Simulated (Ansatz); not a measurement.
# AsH2Li: the cost of one run

Computed with Ansatz 0.2.0, Gaussian basis. Level: def2-QZVPP, all electrons in the functionals.

To be run: PBE, BLYP, r2SCAN, B97M-V, PBE0, B3LYP, at charge 0, triplet; charge 0, singlet; charge 0, quintet; charge 1, doublet; charge 1, quartet.

10 further runs of the same task are left out: 10 set aside as unsound or not needed.

## (1) What is computed

The geometry is a PBE0/def2-TZVP stationary point (not a proven minimum). No spin-orbit coupling is included. The filled d shell of As may be among the frozen orbitals whatever the setting's name suggests; the logs give the count.

4 atoms, charge 0, spin multiplicity 3.

Atoms are counted from 1 here; the program's logs count them from 0.

Bond lengths: As1–H3 1.534 Å, As1–H4 1.523 Å. Angles: H3–As1–H4 91.7°.

No dispersion term is added; B97M-V holds VV10 nonlocal correlation. B3LYP takes the VWN-RPA correlation.

The geometry shown and the zero of energy belong to the point charge 0, triplet. The yardstick, RCCSD(T), and other wave-function levels (R restricted, U unrestricted, valence and pair active spaces) come from earlier runs.

## (2) PBE, charge 0, triplet

Input file in.yaml:

```yaml
crystal:
  periodic: [false, false, false]
  atoms:
    - {symbol: As, position_ang: [0.000000, 0.016240, 0.258174]}
    - {symbol: Li, position_ang: [0.000000, -0.004460, -3.116419]}
    - {symbol: H, position_ang: [0.000000, 0.310505, 1.764069]}
    - {symbol: H, position_ang: [0.000000, -1.486919, 0.506150]}
basis:
  gaussian: {orbitals: "def2-QZVPP.json"}
magnetization: {spin_polarized: true, initial_magnetization: 2}
hamiltonian: {xc: {name: PBE}}
output: {orbitals: {seedname: orbitals}}
```

Command:

```console
> ansatz run in.yaml --threads 1 --pin off --events-out ev --progress --plain --max-ram 2393MiB
```

**Question.** How long does this run take on 1 thread of Arm Neoverse V2, shared host?

About 6.5 s.
